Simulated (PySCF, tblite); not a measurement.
# C₂H₁₁GeNSi₃: geometry, infrared bands and NMR shifts

Wanted: the infrared bands and NMR shifts of C₂H₁₁GeNSi₃ (`N#[C][GeH2][Si@@H]([SiH3])C[SiH3]`), by calculation.

Programs: tblite 0.8.0 and PySCF 2.14.0, with density-fitted response routines of our own. Each step states its level of theory. These are calculated values for one molecule in the gas phase, unless marked as measured. Atoms are numbered from 0 throughout.

## (1) The molecule as given

18 atoms, charge 0, multiplicity 1; geometry from: force field or distance geometry start.

Bonds of the start (Å): N0–C1 1.17, C1–Ge2 1.92, Ge2–Si3 2.30, Si3–Si4 2.23, Si3–C5 1.85, C5–Si6 1.86, Ge2–H7 1.54, Ge2–H8 1.56, Si3–H9 1.50, Si4–H10 1.49, Si4–H11 1.48, Si4–H12 1.46, C5–H13 1.12, C5–H14 1.11, Si6–H15 1.48, Si6–H16 1.46, Si6–H17 1.46.

## (2) Relaxing the molecule with GFN2-xTB

Job settings and geometry (Å):

```
{"job": {"kind": "relax", "xc": "GFN2-xTB", "basis": "xTB"}, "charge": 0, "multiplicity": 1}
N     -3.556400     2.898600     0.560100
C     -2.607700     2.416500     0.084700
Ge    -1.025100     1.594000    -0.635800
Si    -0.556800    -0.332700     0.531400
Si    -0.986600    -2.140000    -0.699600
C      1.157800    -0.371900     1.228700
Si     2.457300     0.189700     0.018900
H      0.134100     2.614600    -0.626300
H     -1.315000     1.253600    -2.126900
H     -1.505200    -0.369100     1.696100
H     -0.358700    -2.021600    -2.043700
H     -2.453600    -2.184200    -0.900400
H     -0.532900    -3.306700     0.051300
H      1.406800    -1.423200     1.511200
H      1.173400     0.291000     2.118700
H      3.693100    -0.522300     0.404000
H      2.164500    -0.199500    -1.357100
H      2.702400     1.619600     0.173100
```

The run is started by

```bash
OMP_NUM_THREADS=1 python probes_run.py task.json out
```

This one command runs all jobs of the session in turn.

**Question.** This job is followed by: GFN2-xTB harmonic vibrations, gas phase; GIAO PBE0/pcSseg-1 NMR shielding, non-relativistic, gas phase. What will the session give for the following? strongest single infrared mode (GFN2-xTB); zero-point energy (GFN2-xTB); ¹³C shifts against TMS (PBE0/pcSseg-1); ¹H shifts against TMS (PBE0/pcSseg-1, means over atoms taken as alike); ¹⁵N shifts against NH3 (PBE0/pcSseg-1); ⁷³Ge shifts against GeMe4 (PBE0/pcSseg-1); ²⁹Si shifts against TMS (PBE0/pcSseg-1).

As calculated:

| quantity | value |
| --- | --- |
| strongest single infrared mode (GFN2-xTB) | 1927 cm⁻¹, 502 km/mol |
| zero-point energy (GFN2-xTB) | 66.0 kcal/mol |
| ¹³C shifts against TMS (PBE0/pcSseg-1) | 122.0, -11.5 ppm |
| ¹H shifts against TMS (PBE0/pcSseg-1, means over atoms taken as alike) | 4.78, 4.25, 4.18, 3.87, 3.68, 0.25, 0.12 ppm |
| ¹⁵N shifts against NH3 (PBE0/pcSseg-1) | 366.9 ppm |
| ⁷³Ge shifts against GeMe4 (PBE0/pcSseg-1) | -310 ppm |
| ²⁹Si shifts against TMS (PBE0/pcSseg-1) | -70.2, -74.0, -113.4 ppm |

**Reading.** Relaxing lowered the energy by 0.467 eV in 129 steps; the close pair that moved most is Si3–Si4, from 2.229 to 2.326 Å. No mode is imaginary among the 48: a minimum at this level. The strongest single mode, at 1927 cm⁻¹, moves mainly H8 and H7. Unscaled tight-binding wavenumbers are off by several per cent, some by more. Its intensities can rank the bands wrongly. The most deshielded carbon is C1 (nitrile carbon), at 122.0 ppm: C≡N carbons fall here, among the sp2 signals but without a proton. At PBE0/pcSseg-1: The largest span, 604 ppm, is at N0, where the paramagnetic term is -437 ppm. Spin-orbit coupling is left out, which matters for shieldings and couplings at and beside the heavy atoms.
